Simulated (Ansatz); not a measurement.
# AgAu3: the cost of one run

Program: Ansatz 0.2.0. Level of theory: DFT r2SCAN, scalar-relativistic, plane waves, PAW. These are calculated values, not measurements.

## (1) The system as given

It takes space group I4/mmm (No. 139, tetragonal). The conventional cell has a = 4.105 Å, b = 4.105 Å, c = 8.309 Å, α = 90.00°, β = 90.00°, γ = 90.00°. Ag (site symmetry 4/mmm) is surrounded by 12 Au at 2.90 to 2.92 Å. Au (site symmetry -4m2) is surrounded by 8 Au at 2.90 to 2.92 Å and 4 Ag at 2.92 Å. Around Au (site symmetry 4/mmm) lie 4 Ag at 2.90 Å and 8 Au at 2.92 Å.

As a file:

```cif
data_structure
_symmetry_space_group_name_H-M 'P 1'
_symmetry_Int_Tables_number 1
_cell_length_a 5.0680
_cell_length_b 5.0680
_cell_length_c 5.0680
_cell_angle_alpha 132.219
_cell_angle_beta 132.219
_cell_angle_gamma 69.883
_cell_volume 70.00
loop_
_atom_site_label
_atom_site_type_symbol
_atom_site_fract_x
_atom_site_fract_y
_atom_site_fract_z
_atom_site_occupancy
Ag1 Ag 0.00000 0.00000 0.00000 1
Au1 Au 0.75000 0.25000 0.50000 1
Au2 Au 0.25000 0.75000 0.50000 1
Au3 Au 0.50000 0.50000 0.00000 1
```

Source of the structure: the Materials Project (structure only).

(A quick probe on a coarse mesh, which set the mesh and smearing, is not shown.)

## (3) Full relaxation

The input, input.yaml:

```yaml
crystal:
  lattice:
    - [-2.05247891, 2.05247891, 4.15439272]
    - [2.05247891, -2.05247891, 4.15439272]
    - [2.05247891, 2.05247891, -4.15439272]
  atoms:
    - { symbol: Ag, position: [0.0, 0.0, 0.0] }
    - { symbol: Au, position: [0.75, 0.25, 0.5] }
    - { symbol: Au, position: [0.25, 0.75, 0.5] }
    - { symbol: Au, position: [0.5, 0.5, 0.0] }
basis:
  ecutwfc: 500
kpoints:
  mp_grid: { grid: [14, 14, 14] }
hamiltonian:
  xc: r2scan
scf:
  occupations: { method: gaussian, width: 0.1 }
output:
  forces: true
  stress: true
  eigenvalues: true
relax:
  adjacent_minimum: "off"
  f_tol: 0.005
  max_steps: 80
  cell: { stress_tol: 0.05 }
```

What time and memory should one allow on 1 thread of an x86-64 CPU, shared host?

About 4.7 min, with a peak of 1.2 GiB.
